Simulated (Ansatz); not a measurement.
# GaSiH₄O₂ radical: a ladder of functionals and wavefunction methods

Aim: compute GaSiH₄O₂ radical with functionals from several rungs and with coupled cluster, and see how far each lands from CCSD(T) at the basis-set limit for the atomisation energy.

The runs use Ansatz 0.2.0, Gaussian basis; functionals in def2-TZVPP, the program's frozen cores in correlated methods.

Levels to be run: PBE-D4, r2SCAN-D4, PBE0-D4, B3LYP-D4, ωB97X-V, ωB97M-V, B2PLYP; CCSD(T)/def2-TZVPP; MP2/def2-QZVPP; extrapolation to the limit.

### Step 1. The relaxed structure

All runs share one geometry, relaxed beforehand with PBE0-D4/def2-TZVP.

SMILES `[OH][Ga][O][SiH3]`, 8 atoms, charge 0, spin multiplicity 2.

Atoms are counted from 1 here; the program's logs count them from 0.

Bond lengths: O1–Ga2 1.794 Å, O1–H5 0.964 Å, Ga2–O3 1.798 Å, O3–Si4 1.635 Å, Si4–H6 1.486 Å, Si4–H7 1.489 Å, Si4–H8 1.489 Å. Angles: Ga2–O1–H5 110.8°, O1–Ga2–O3 115.2°, Ga2–O3–Si4 140.2°, O3–Si4–H6 108.4°, O3–Si4–H7 111.2°, O3–Si4–H8 111.3°, H6–Si4–H7 108.9°, H6–Si4–H8 108.9°, H7–Si4–H8 108.0°.

Geometry (Å):

```
O    -1.2048   -0.2314    2.8631
Ga    0.1753   -0.4482    1.7373
O    -0.1402    0.0429    0.0371
Si    0.6126    0.1073   -1.4129
H    -1.9680    0.1335    2.4020
H    -0.3120    0.7301   -2.3950
H     0.9787   -1.2548   -1.8910
H     1.8584    0.9206   -1.3406
```

### Step 2. PBE-D4 (GGA)

in.yaml reads:

```yaml
crystal:
  periodic: [false, false, false]
  atoms:
    - {symbol: O, position_ang: [-1.204762, -0.231446, 2.863077]}
    - {symbol: Ga, position_ang: [0.175340, -0.448250, 1.737291]}
    - {symbol: O, position_ang: [-0.140217, 0.042945, 0.037149]}
    - {symbol: Si, position_ang: [0.612584, 0.107345, -1.412874]}
    - {symbol: H, position_ang: [-1.968013, 0.133493, 2.401951]}
    - {symbol: H, position_ang: [-0.312004, 0.730106, -2.394987]}
    - {symbol: H, position_ang: [0.978686, -1.254785, -1.890986]}
    - {symbol: H, position_ang: [1.858384, 0.920583, -1.340611]}
basis:
  gaussian: {orbitals: def2-TZVPP}
magnetization: {spin_polarized: true, initial_magnetization: 1}
hamiltonian: {xc: pbe, dispersion: d4}
output: {forces: true, orbitals: {seedname: orbitals}}
```

Started as:

```bash
ansatz run in.yaml --threads 2 --pin off --events-out ev --progress --plain --max-ram 32768MiB --backend cpu
```

Further steps of the session: r2SCAN-D4 (meta-GGA); PBE0-D4 (hybrid); B3LYP-D4 (hybrid); ωB97X-V (range-separated); ωB97M-V (range-separated); B2PLYP (double hybrid); CCSD(T) in def2-TZVPP; MP2 in def2-QZVPP.

Before running them: what should the planned runs give, taken together? Wanted: atomisation energy, CCSD(T)/CBS; farthest; mean size of error, hybrid; mean size of error, range-separated; gap, smallest and largest; T1 diagnostic; triples share of the correlation energy.

The runs gave:

```
                               quantity                                value
        atomisation energy, CCSD(T)/CBS                        2587.8 kJ/mol
 functionals within 25.9 kJ/mol (1.0 %)  PBE-D4, r2SCAN-D4, ωB97X-V, ωB97M-V
                               farthest               PBE0-D4 (-61.9 kJ/mol)
             mean size of error, hybrid                          48.5 kJ/mol
    mean size of error, range-separated                          10.4 kJ/mol
              gap, smallest and largest  1.19 eV (PBE-D4), 7.42 eV (ωB97X-V)
                          T1 diagnostic                               0.0163
triples share of the correlation energy                                3.7 %
```

What this shows: PBE-D4 is off by -5.0 kJ/mol, about 0.7 kJ/mol a bond. Double hybrids carry the basis error of their MP2 part in triple zeta, and no dispersion term here, so their miss is partly the set-up's. The reference freezes the cores and leaves out relativity and excitations past (T), and its outer-core shells are covered unevenly, so misses under about 25.9 kJ/mol can't be ranked. Hartree-Fock recovers 71 % of the binding; the rest is correlation. The gap grows from 1.2 to 7.4 eV across the functionals, mostly with the share of exact exchange. Correlated methods include outer-core shells of Ga, which these sets cover unevenly.
